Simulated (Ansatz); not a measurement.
# CH₅GeNO₂: basis-set convergence

How large a basis does CH₅GeNO₂ need? Two functionals are run in growing sets.

The runs use Ansatz 0.2.0, Gaussian basis; one geometry, several basis sets.

Levels to be run: PBE0-D4/def2-SVP; ωB97M-V/def2-SVP; PBE0-D4/def2-QZVPP; ωB97M-V/def2-QZVPP; the functionals' def2-TZVPP values are taken from earlier runs.

## Step 1: The geometry

The geometry comes from an earlier relaxation with PBE0-D4 in a triple-zeta def2 set; it is a stationary point, not always the lowest conformer.

SMILES `N[C](=O)[GeH2][OH]`, 10 atoms, charge 0, spin multiplicity 1.

Atoms are counted from 1 here; the program's logs count them from 0.

Bond lengths: N1–C2 1.347 Å, N1–H6 1.004 Å, N1–H7 1.009 Å, C2–O3 1.217 Å, C2–Ge4 2.006 Å, Ge4–O5 1.767 Å, Ge4–H8 1.540 Å, Ge4–H9 1.540 Å, O5–H10 0.968 Å. Angles: C2–N1–H6 121.8°, C2–N1–H7 119.2°, H6–N1–H7 119.0°, N1–C2–O3 123.1°, N1–C2–Ge4 121.2°, O3–C2–Ge4 115.7°, C2–Ge4–O5 100.0°, C2–Ge4–H8 112.6°, C2–Ge4–H9 112.7°, O5–Ge4–H8 110.4°, O5–Ge4–H9 110.4°, H8–Ge4–H9 110.4°, Ge4–O5–H10 106.3°.

## Step 2: PBE0-D4 in def2-SVP

The input, in.yaml:

```yaml
crystal:
  periodic: [false, false, false]
  atoms:
    - {symbol: N, position_ang: [1.815762, -0.127962, 0.297055]}
    - {symbol: C, position_ang: [0.670446, -0.071972, -0.408940]}
    - {symbol: O, position_ang: [0.636463, -0.120125, -1.624427]}
    - {symbol: Ge, position_ang: [-1.106993, 0.098606, 0.506104]}
    - {symbol: O, position_ang: [-2.175352, 0.123399, -0.901678]}
    - {symbol: H, position_ang: [1.821996, -0.086122, 1.299707]}
    - {symbol: H, position_ang: [2.693137, -0.213682, -0.193746]}
    - {symbol: H, position_ang: [-1.429622, -1.110081, 1.403381]}
    - {symbol: H, position_ang: [-1.239995, 1.408766, 1.303529]}
    - {symbol: H, position_ang: [-1.602641, 0.047873, -1.678184]}
basis:
  gaussian: {orbitals: def2-SVP}
hamiltonian: {xc: pbe0, dispersion: d4}
output: {orbitals: {seedname: orbitals}}
```

The run is started by

```bash
$ ansatz run in.yaml --threads 4 --pin off --events-out ev --progress --plain --max-ram 10444MiB
```

After this run come: ωB97M-V in def2-SVP; PBE0-D4 in def2-QZVPP; ωB97M-V in def2-QZVPP.

Q: Predict the results of all the runs planned. Wanted: PBE0-D4: double and triple zeta above quadruple; ωB97M-V: double and triple zeta above quadruple.

As calculated:

| quantity | value |
| --- | --- |
| PBE0-D4: double and triple zeta above quadruple | 16.76, 1.60 eV |
| ωB97M-V: double and triple zeta above quadruple | 16.92, 1.56 eV |

In words: PBE0-D4 gains 15.15 eV from double to triple zeta, then 1.60 eV more. These are total energies; as a rule much of such shifts cancels in differences, which this series doesn't test. The LUMO of ωB97M-V is positive and keeps falling with the basis (2.21 to 1.07 eV): an unbound level that the basis holds in place.
